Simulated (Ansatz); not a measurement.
# ClGeH5Sn: the cost of one run

Computed with Ansatz 0.2.0, driven from Python. Level of theory: B3LYP+D4/def2-SVP.

## Step 1: Starting point

Bond lengths: Cl1–Sn2 2.301 Å, Sn2–Ge3 2.570 Å, Sn2–H4 1.735 Å, Sn2–H5 1.754 Å, Ge3–H6 1.574 Å, Ge3–H7 1.596 Å, Ge3–H8 1.499 Å. Angles: Cl1–Sn2–Ge3 108.0°, Cl1–Sn2–H4 112.4°, Cl1–Sn2–H5 110.5°, Ge3–Sn2–H4 108.6°, Ge3–Sn2–H5 110.1°, H4–Sn2–H5 107.2°, Sn2–Ge3–H6 109.6°, Sn2–Ge3–H7 110.0°, Sn2–Ge3–H8 111.7°, H6–Ge3–H7 107.0°, H6–Ge3–H8 109.9°, H7–Ge3–H8 108.6°.

The script holds or builds the structure itself.

## Step 2: Script

The input, scan_clgeh5sn.py:

```python
# -*- coding: utf-8 -*-
"""Potential curve of ClGeH5Sn along one bond."""

import logging
import sys

import ansatz
import numpy as np

logging.basicConfig(stream=sys.stdout, format="[%(levelname)s] %(message)s")
logger = logging.getLogger("run")
logger.setLevel(logging.INFO)

molecule = (
    ansatz.Crystal.molecule()
    .atom("Cl", [-2.5408, 1.3875, -0.0267])
    .atom("Sn", [-0.5327, 0.6845, -0.903])
    .atom("Ge", [0.6371, -0.7744, 0.8596])
    .atom("H", [-0.7351, -0.2509, -2.35])
    .atom("H", [0.4765, 2.0604, -1.3111])
    .atom("H", [0.9157, 0.0806, 2.1509])
    .atom("H", [2.0531, -1.2652, 0.3108])
    .atom("H", [-0.1817, -1.9796, 1.2137])
)

symbols = [site.symbol for site in molecule.cartesian_sites]
start = np.array([site.position_ang for site in molecule.cartesian_sites])
axis = (start[2] - start[1]) / np.linalg.norm(start[2] - start[1])
moving = [2, 5, 6, 7]
lengths, energies = [2.18, 2.36, 2.57, 2.83, 3.21, 3.85, 4.63, 5.65], []
for length in lengths:
    xyz = start.copy()
    xyz[moving] += (length - np.linalg.norm(start[2] - start[1])) * axis
    point = ansatz.Crystal.molecule()
    for symbol, place in zip(symbols, xyz):
        point = point.atom(symbol, place.tolist())
    job = (
        point.calculation()
        .basis(gaussian="def2-SVP")  # atom-centred Gaussian functions
        .functional("b3lyp", dispersion="d4")
    )
    rep = job.run().report
    energies.append(rep["free_energy_ev"])
    logger.info(f"r = {length:6.3f} A  E = {energies[-1]:.5f} eV  <S^2> = {abs(rep['mean_field']['state']['spin_squared']):.3f}")

print("energy above the lowest point (eV):", [round(e - min(energies), 3) for e in energies])
```

## Step 3: Running it

Started as:

```console
$ python scan_clgeh5sn.py
```

**Question.** How long does this script take on 1 thread of Intel Xeon 6975P-C (Granite Rapids), shared host, and how much memory does it need?

About 19 s, with a peak of 0.31 GiB.
